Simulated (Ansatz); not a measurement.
Write a Python script for Ansatz's Python interface that makes a relaxed scan of one distance of CH4SSn, SMILES [CH2]1[S][SnH2]1. Use (for the species named): PBE0, def2-SVP basis, multiplicity 1.

```yaml
atoms:
  - { symbol: C, position_ang: [-0.5972, -0.3854, -0.7678] }
  - { symbol: S, position_ang: [-0.3131, -1.7014, 0.3145] }
  - { symbol: Sn, position_ang: [0.5802, 0.5920, 0.6163] }
  - { symbol: H, position_ang: [-1.6284, 0.0050, -0.7423] }
  - { symbol: H, position_ang: [-0.1869, -0.4793, -1.7997] }
  - { symbol: H, position_ang: [-0.1535, 1.3404, 2.0212] }
  - { symbol: H, position_ang: [2.3603, 0.5606, 0.3121] }
```

`run_relaxed_scan.py`:
```python
"""Relaxed scan of one distance in CH4SSn."""

import logging
import sys

import ansatz
import numpy as np

logging.basicConfig(stream=sys.stdout, format="%(name)s: %(message)s")
log = logging.getLogger("ansatz_job")
log.setLevel(logging.INFO)

GEOMETRY = """
C    -0.59720   -0.38540   -0.76780
S    -0.31310   -1.70140    0.31450
Sn    0.58020    0.59200    0.61630
H    -1.62840    0.00500   -0.74230
H    -0.18690   -0.47930   -1.79970
H    -0.15350    1.34040    2.02120
H     2.36030    0.56060    0.31210
"""

mol = ansatz.Crystal.molecule()
for line in GEOMETRY.strip().splitlines():
    symbol, *xyz = line.split()
    mol = mol.atom(symbol, [float(v) for v in xyz])

setup = (
    mol.calculation()
    .basis(gaussian="def2-SVP")
    .functional("pbe0")
)
symbols = [site.symbol for site in mol.cartesian_sites]
pairs = [(0, 1), (0, 2), (0, 3), (0, 4), (1, 2), (2, 5)]
print("held (A)   E (eV)        ", "  ".join(f"{symbols[i]}{i}-{symbols[j]}{j}" for i, j in pairs))
for length in [1.66, 1.81, 1.95, 2.17, 2.44]:
    summary = setup.relax(constraints=[ansatz.DistanceConstraint((2, 6), at=length)], force_tolerance=0.02, max_steps=60).run(threads=1).report
    xyz = np.array(summary["positions_ang"])
    print(f"{length:6.2f} {summary['free_energy_ev']:14.5f}  ", "  ".join(f"{np.linalg.norm(xyz[i] - xyz[j]):.3f}" for i, j in pairs))
```

Output of `python run_relaxed_scan.py`:
```text
held (A)   E (eV)         C0-S1  C0-Sn2  C0-H3  C0-H4  S1-Sn2  Sn2-H5
DeckWarning: relax.constraints: the input's atoms, or those drawn, lie off the distances that are held; a relaxation that starts there is brought onto them ahead of its first SCF, by positions alone, an atom by 7.31e-2 Å at the most. With the symmetry detection on, the symmetry is detected on the input's atoms as so [...]
  1.66   -17758.64162   1.850  2.132  1.097  1.097  2.412  1.698
  1.81   -17758.57691   1.853  2.131  1.097  1.096  2.410  1.699
  1.95   -17758.32828   1.856  2.131  1.097  1.096  2.407  1.700
  2.17   -17757.77134   1.858  2.132  1.097  1.096  2.404  1.702
  2.44   -17757.02234   1.859  2.135  1.097  1.096  2.401  1.704
```
(Warnings from the package without file and line, shortened, repeats left out.)

Reading the output:
- Total energies depend on the basis set; only differences at equal settings carry meaning.
- The energies are electronic: no zero-point or thermal terms, and the basis set is short of its limit.
- def2 sets replace the cores of elements past krypton by effective core potentials.
- Run time: 120 s on 1 thread of AMD EPYC 7B13 (Zen 3), with other jobs on the host, peak memory 0.25 GiB.
